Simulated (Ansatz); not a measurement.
A run of Ansatz 0.2.0 is set up as follows.

File input.yaml:

```yaml
crystal:
  lattice:
    - [3.42162, -5.18069, 0.00784]
    - [3.42162, 5.18069, 0.00784]
    - [-2.90411, 0.0, 7.43093]
  atoms:
    - { symbol: Cs, position: [0.09374, 0.09374, 0.00853] }
    - { symbol: Li, position: [0.58875, 0.58875, 0.55336] }
    - { symbol: Cr, position: [0.05646, 0.46755, 0.5579], spin: 3.0 }
    - { symbol: Cr, position: [0.46755, 0.05646, 0.5579], spin: 3.0 }
    - { symbol: Te, position: [0.56486, 0.87357, 0.29035] }
    - { symbol: Te, position: [0.87357, 0.56486, 0.29035] }
    - { symbol: S, position: [0.81151, 0.39697, 0.73347] }
    - { symbol: S, position: [0.39697, 0.81151, 0.73347] }
    - { symbol: S, position: [0.21404, 0.21404, 0.48371] }
hamiltonian:
  xc: pbe
  pseudopotentials: { kind: paw }
magnetization:
  spin_polarized: true
kpoints:
  mp_grid: { grid: [5, 5, 4] }
scf:
  occupations: { method: fermi_dirac, width: 0.05 }
output:
  forces: true
  stress: true
  eigenvalues: true
  bader: true
  populations: true
  write_density: true
  write_potential: true
  elf: true
  volumetric_format: npy
```

Potentials or basis: Ansatz PAW.

The run is started by

```console
$ ansatz run input.yaml --threads 8 --pin off --max-ram 20480MiB --backend cpu --events-out ev --progress --plain --runs-dir out
```

Task: What does it give for the Bader charges?

Result: Cs +0.83; Li +0.87; Cr +1.10; Te -0.51; S -0.95, -0.98 e.

Task: What does it give for the net moment?

Result: 4.01 μB per cell.

Task: Estimate the pressure.

Result: 0.0 GPa.

Forces in eV/Å, atoms in the order of the input:
```
Cs   0.002  0.000  0.002
Li  -0.001  0.000  0.001
Cr  -0.001 -0.008  0.005
Cr  -0.001  0.008  0.005
Te   0.004  0.014 -0.007
Te   0.004 -0.014 -0.007
S   -0.006  0.002  0.000
S   -0.006 -0.002  0.000
S    0.004  0.000  0.000
```

Caveat: only a ferromagnetic start was run, and an antiferromagnetic order may lie lower in energy. The run has no spin-orbit coupling, so splittings on Cs, Te are missing.
